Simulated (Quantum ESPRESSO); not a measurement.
SiTe in Quantum ESPRESSO: the effect of target pressure

The system is SiTe.

```
CELL_PARAMETERS angstrom
5.42361 0.00000 0.00000
0.00000 3.26360 0.00000
0.00000 0.00000 5.71837
ATOMIC_POSITIONS crystal
Si 0.25000 0.50000 0.69878
Si 0.75000 0.50000 0.30122
Te 0.25000 0.00000 0.18781
Te 0.75000 0.00000 0.81219
```

The cell was built by a generator and needn't be a form met in nature.

Alike in all runs:

| Property | Result |
| --- | --- |
| Program | Quantum ESPRESSO 7.5 |
| Task | phonons |
| Functional | LDA |
| Potentials or basis | GBRV 1.5 LDA |
| Cutoff | 612 eV |
| Density cutoff | 4898 eV |
| k mesh | 2 × 4 × 2, shifted |
| Occupations | fermi-dirac, width 0.05 eV |
| Spin | no spin polarisation |

Each run relaxes the cell or the atoms first.

One run gave: relaxed volume 18.81 Å³/atom; highest phonon frequency 222 cm⁻¹. Which target pressure did it use?
A. 50 GPa
B. 80 GPa
C. 25 GPa
D. 0 GPa
E. 10 GPa

E.

```csv
target pressure,relaxed volume (Å³/atom),highest phonon frequency (cm⁻¹)
0 GPa,20.86,171
10 GPa,18.81,222
25 GPa,17.00,292
50 GPa,15.19,372
80 GPa,13.83,442
```

Caveats: all runs use coarse meshes; the mesh is thin for the phonons of a metal; the volume moved by over 15 % at a fixed basis, so the end points are rough; the cell relaxed to another space group than the one typed; the cell is more than 3 GPa from zero pressure, which shifts response properties (some runs); some modes are imaginary (some runs).

Runs at the PBE level aren't shown here.
